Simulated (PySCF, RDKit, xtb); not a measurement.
**CH2OSn: a search for the lowest isomer**

Task: start from the formula CH2OSn, draw up candidate structures, narrow them down in stages, and characterise the one that lies lowest at 298.15 K.

The funnel: GFN2-xTB relaxations, single points with a density functional, relaxations at B3LYP-D3(BJ)/def2-SVP, harmonic vibrations, and a last energy at a higher level. All values are calculated.

14 further runs of the same task are left out: 3 for a faulty analytic Hessian, 11 set aside as unsound or not needed.

## 1. Candidates

A program enumerates the bonding patterns with one Lewis structure each (two rings at most, one unusual centre or charged pair), with their diastereomers. O–O, O–halogen and N–halogen bonds and N–N–N chains are not drawn. That gives 16 candidates.

c031 [CH2]1[O][Sn]1; c033 [C]1[O][SnH2]1; c154 O[CH]=[Sn]; c157 O=[CH][SnH]; c188 [C+]#[SnH-][OH]; c223 [CH2]=[Sn]=[O]; c296 [CH]1=[Sn-][OH+]1; c332 [C]1[O][SnH2]1 (triplet); c395 [CH+]=[SnH-]=[O]; c459 [CH2]1[O][Sn]1 (triplet); c535 [CH]#[Sn][OH]; c604 O[C]#[SnH]; c662 O[CH]=[Sn] (triplet); c751 O=[C]=[SnH2]; c831 [CH]1=[SnH][O]1; c898 O=[CH][SnH] (triplet).

Candidates are built by distance geometry, with a force field where one applies, in up to four conformers (letters a to d). 16 starts with atoms placed at random are added, to find patterns that the rules miss.

## 2. Search with GFN2-xTB

All 36 starts are relaxed the same way. One of them, c030 (atoms placed at random), in full:

Input file start.xyz:

```xyz
5
c030
C      0.868590     0.397610     0.726880
O      0.089730     1.292980    -0.003020
Sn    -1.166550    -0.392890    -1.242920
H      1.811420     0.527170     0.164230
H      0.052450    -1.506590     0.290980
```

On the command line:

```bash
$ xtb start.xyz --gfn 2 --opt
```

Log, shortened:

```text
* xtb version 6.7.1
[...]
          :  # basis functions                  20          :
[...]
          :  # electrons                        16          :
[...]
          :  Hamiltonian                  GFN2-xTB          :
[...]
          :  net charge                          0          :
          :  unpaired electrons                  0          :
[...]
   *** convergence criteria satisfied after 32 iterations ***
[...]
   *** GEOMETRY OPTIMIZATION CONVERGED AFTER 32 ITERATIONS ***
[...]
   *** convergence criteria satisfied after 3 iterations ***
[...]
         ::                     SUMMARY                     ::
         :::::::::::::::::::::::::::::::::::::::::::::::::::::
         :: total energy              -9.278224632577 Eh    ::
         :: gradient norm              0.000904447285 Eh/a0 ::
         :: HOMO-LUMO gap              2.375001295647 eV    ::
         ::.................................................::
         :: SCC energy                -9.327953409289 Eh    ::
         :: -> isotropic ES            0.014909907905 Eh    ::
         :: -> anisotropic ES          0.002254410173 Eh    ::
         :: -> anisotropic XC          0.001752498202 Eh    ::
         :: -> dispersion             -0.002492694329 Eh    ::
         :: repulsion energy           0.049728776712 Eh    ::
         :: add. restraining           0.000000000000 Eh    ::
         :: total charge               0.000000000000 e     ::
         :::::::::::::::::::::::::::::::::::::::::::::::::::::
[...]
         8        2.0000           -0.3777014             -10.2778 (HOMO)
         9                         -0.2904217              -7.9028 (LUMO)
[...]
     #   Z          covCN         q      C6AA      α(0)
     1   6 C        2.647     0.084    26.108     8.359
     2   8 O        1.368    -0.274    18.887     5.849
     3  50 Sn       2.255     0.256   429.001    43.326
     4   1 H        0.923     0.055     2.262     2.352
     5   1 H        0.875    -0.121     6.400     3.961
[...]
     #   Z sym  total        # sym  WBO       # sym  WBO       # sym  WBO
 ---------------------------------------------------------------------------
     1   6 C    3.624 --     2 O    1.851     4 H    0.927     3 Sn   0.833
     2   8 O    2.335 --     1 C    1.851     3 Sn   0.446
     3  50 Sn   2.285 --     5 H    0.953     1 C    0.833     2 O    0.446
     4   1 H    0.997 --     1 C    0.927
     5   1 H    0.985 --     3 Sn   0.953
 ---------------------------------------------------------------------------
[...]
molecular dipole:
                 x           y           z       tot (Debye)
 q only:       -0.289      -0.265       0.754
   full:       -0.670       0.087       1.100       3.282
molecular quadrupole (traceless):
[...]
          | TOTAL ENERGY               -9.278224632577 Eh   |
          | GRADIENT NORM               0.000904447285 Eh/α |
          | HOMO-LUMO GAP               2.375001295647 eV   |
           -------------------------------------------------
[...]
```

It took 0.59 s on 2 threads of Intel Xeon at 2.50GHz (Skylake/Cascade Lake), shared host.

## 3. What the search left

36 of the 36 relaxations converged; 19 ended on a minimum already found. 17 distinct structures remain:

```csv
label,start,SMILES after,spin,energy (kcal/mol),note
c242,random and drawn,[CH2]1[O][Sn]1,singlet,0.0,
c157a,drawn,O=[CH][SnH],singlet,13.0,
c763,random and drawn,[CH]1[O][SnH]1 ‡,singlet,13.2,
c751a,drawn,[O][C][SnH2] ‡,singlet,13.9,
c888,random,[C][O].[SnH2] ‡,singlet,24.5,loosely bound
c033a,drawn,[O][C][SnH2] ‡,singlet,24.8,bonds changed
c154a,drawn,O[CH]=[Sn],singlet,28.5,
c647,random and drawn,O[CH]=[Sn],singlet,29.5,
c459a,drawn,[CH2]1[O][Sn]1,triplet,40.7,
c223a,drawn and random,[CH2]=[Sn]=[O],singlet,45.8,
c898a,drawn,O=[CH][SnH],triplet,48.2,
c604a,drawn,O[C]#[SnH],singlet,48.8,
c662a,drawn,[OH][CH][Sn] ‡,triplet,54.8,
c731,random,[OH][C][SnH] ‡,singlet,57.5,
c535a,drawn,[CH]#[Sn][OH],singlet,65.1,
c332b,drawn,[O][C][SnH2] ‡,triplet,72.7,bonds changed
c188a,drawn,[C][SnH][OH] ‡,singlet,122.5,
```

‡ marks the bonded skeleton alone, with all bonds drawn single: no Lewis structure was assigned that passes a check against the bond lengths.

GFN2-xTB has no spin polarisation, so it can't rank spin states and is rough for open shells.

## 4. Second filter: single points

A choice of the minima (the low ones first, few conformers of a pattern, up to a cap) and the lowest that fell apart get a single point at r2SCAN-D4/def2-SVP on the tight-binding geometry, and one at HF/STO-3G for comparison. The lowest singlets are also tried as triplets at the same geometry (label ending in t). The first, c242:

Input file calc.py:

```python
# [CH2]1[O][Sn]1
from pyscf import gto, dft

system = gto.Mole()
system.atom = [
    ('C', (0.213164, 0.218572, 0.331975)),
    ('O', (-0.939522, 0.120487, -0.508314)),
    ('Sn', (-1.264785, 1.778291, 0.601635)),
    ('H', (0.300299, -0.642003, 0.997985)),
    ('H', (1.125865, 0.358242, -0.250832)),
]
system.basis = 'def2-svp'
system.verbose = 3
system.charge = 0
system.max_memory = 3720
system.ecp = {'Sn': 'def2-svp'}
system.build()

myscf = dft.RKS(system)
myscf.xc = 'r2scan'
myscf = myscf.density_fit(auxbasis='def2-universal-jkfit')
myscf.max_cycle = 100
myscf.disp = 'd4'
myscf.grids.level = 3
myscf.conv_tol = 1e-09
myscf.kernel()
if not myscf.converged:
    myscf = myscf.newton().run(myscf.mo_coeff, myscf.mo_occ)

e_tot = myscf.e_tot
print('Final energy', e_tot)
```

On the command line:

```bash
$ OMP_NUM_THREADS=2 python calc.py
```

Log:

```text
converged SCF energy = -328.716309790478
Final energy -328.7163097904785
```

Run time: 17 s. Hardware: 2 threads of Intel Xeon at 2.50GHz (Skylake/Cascade Lake), shared host; peak memory 0.32 GiB.

Relative energies in kcal/mol, each column from its lowest structure that stays in one piece:

```csv
label,SMILES,spin,GFN2-xTB,HF/STO-3G,r2SCAN-D4/def2-SVP
c242,[CH2]1[O][Sn]1,singlet,0.0,0.0,0.0
c751a,[O][C][SnH2] ‡,singlet,13.9,18.4,4.8
c763,[CH]1[O][SnH]1 ‡,singlet,13.2,28.5,11.1
c459a,[CH2]1[O][Sn]1,triplet,40.7,33.0,12.1
c157a,O=[CH][SnH],singlet,13.0,22.6,15.8
c033a,[O][C][SnH2] ‡,singlet,24.8,31.9,20.0
c888,[C][O].[SnH2] ‡,singlet,24.5,35.4,21.3
c898a,O=[CH][SnH],triplet,48.2,25.4,25.7
c763t,[CH]1[O][SnH]1 ‡,triplet,–,–,66.1
c751at,[O][C][SnH2] ‡,triplet,–,–,92.3
```

‡ marks the bonded skeleton alone, with all bonds drawn single: no Lewis structure was assigned that passes a check against the bond lengths.

[end of part 1 of 2]
